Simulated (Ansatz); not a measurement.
HfIn4SiO6 in Ansatz: the effect of Hubbard term

HfIn4SiO6:

```
CELL_PARAMETERS angstrom
5.27743 0.00000 0.00000
-2.63872 4.57039 0.00000
0.00000 0.00000 10.55905
ATOMIC_POSITIONS crystal
Hf 0.66667 0.33333 0.00000
In 0.00000 0.00000 0.30446
In 0.00000 0.00000 0.69554
In 0.33333 0.66667 0.78919
In 0.33333 0.66667 0.21081
Si 0.00000 0.00000 0.00000
O 0.97300 0.70496 0.89972
O 0.29504 0.02700 0.10028
O 0.29504 0.26804 0.89972
O 0.73196 0.70496 0.10028
O 0.73196 0.02700 0.89972
O 0.97300 0.26804 0.10028
```

The cell was built by a generator and needn't be a form met in nature.

Alike in all runs:

```yaml
Program: Ansatz 0.2.0
Task: single point
Functional: PBE
Potentials_or_basis: all-electron LAPW, scalar-relativistic
Cutoff: 388 eV (chosen from the basis error)
Basis_error_allowed: 0.002 eV/atom
k_mesh: 4 × 4 × 2
Occupations: fermi-dirac, width 0.05 eV
Spin: no spin polarisation
```

| Hubbard term | gap on the mesh (eV) | pressure (GPa) | largest force (eV/Å) |
| --- | --- | --- | --- |
| none | ? | ? | ? |
| Hf d U = 3 eV | 0.36 | 0.5 | 0.19 |
| Hf d U = 6 eV | 0.36 | 1.1 | 0.41 |

Q: What does the run with Hubbard term none give?

A: gap on the mesh 0.35 eV; pressure 0.0 GPa; largest force 0.01 eV/Å.

Caveats: spin-orbit coupling is left out, which moves the levels of the heavy elements; U is the effective U less J, on atomic orbitals that reach past the spheres (some runs).

A k mesh can miss the band edges.

A gap of «none» marks a metal or a gap under the smearing width.
